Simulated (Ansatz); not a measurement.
# GeCl3: the cost of one run

Computed with Ansatz 0.2.0 (DFT PBE, scalar-relativistic, plane waves, PAW, unless a step's input says otherwise).

## 1. The starting structure

It takes space group I4/mmm (No. 139, tetragonal). The conventional cell has a = 5.837 Å, b = 5.837 Å, c = 6.433 Å, α = 90.00°, β = 90.00°, γ = 90.00°. Ge (site symmetry 4/mmm) is surrounded by 10 Cl at 3.22 to 3.33 Å. Cl (site symmetry -4m2) is surrounded by 6 Cl at 3.22 to 3.33 Å and 4 Ge at 3.33 Å. Around Cl (site symmetry 4/mmm) lie 2 Ge at 3.22 Å.

Coordinates:

```cif
data_structure
_symmetry_space_group_name_H-M 'P 1'
_symmetry_Int_Tables_number 1
_cell_length_a 5.2330
_cell_length_b 5.2330
_cell_length_c 5.2330
_cell_angle_alpha 112.200
_cell_angle_beta 112.200
_cell_angle_gamma 104.141
_cell_volume 109.60
loop_
_atom_site_label
_atom_site_type_symbol
_atom_site_fract_x
_atom_site_fract_y
_atom_site_fract_z
_atom_site_occupancy
Ge1 Ge 0.50000 0.50000 0.00000 1
Cl1 Cl 0.75000 0.25000 0.50000 1
Cl2 Cl 0.25000 0.75000 0.50000 1
Cl3 Cl 0.00000 0.00000 0.00000 1
```

The cell is invented: random cell by space group and Wyckoff sites (I4/mmm, No. 139). Its size is a rough estimate.

## 2. Probe: one point on a coarse mesh

The input, input.yaml:

```yaml
crystal:
  lattice:
    - [-2.91864626, 2.91864626, 3.21666476]
    - [2.91864626, -2.91864626, 3.21666476]
    - [2.91864626, 2.91864626, -3.21666476]
  atoms:
    - { symbol: Ge, position: [0.5, 0.5, 0.0] }
    - { symbol: Cl, position: [0.75, 0.25, 0.5] }
    - { symbol: Cl, position: [0.25, 0.75, 0.5] }
    - { symbol: Cl, position: [0.0, 0.0, 0.0] }
basis:
  ecutwfc: 420
kpoints:
  mp_grid: { grid: [4, 4, 4] }
hamiltonian:
  xc: pbe
scf:
  occupations: { method: gaussian, width: 0.1 }
  lower_state_search: "off"
output:
  forces: true
  stress: true
  eigenvalues: true
```

On the command line:

```console
$ ansatz run input.yaml --threads 1 --pin off --max-ram 2560MiB --backend cpu --events-out ev --progress --plain --runs-dir out
```

Q: Estimate wall time and peak memory on 1 thread of Arm Neoverse V2, shared host.

About 1.7 s, with a peak of 0.34 GiB.
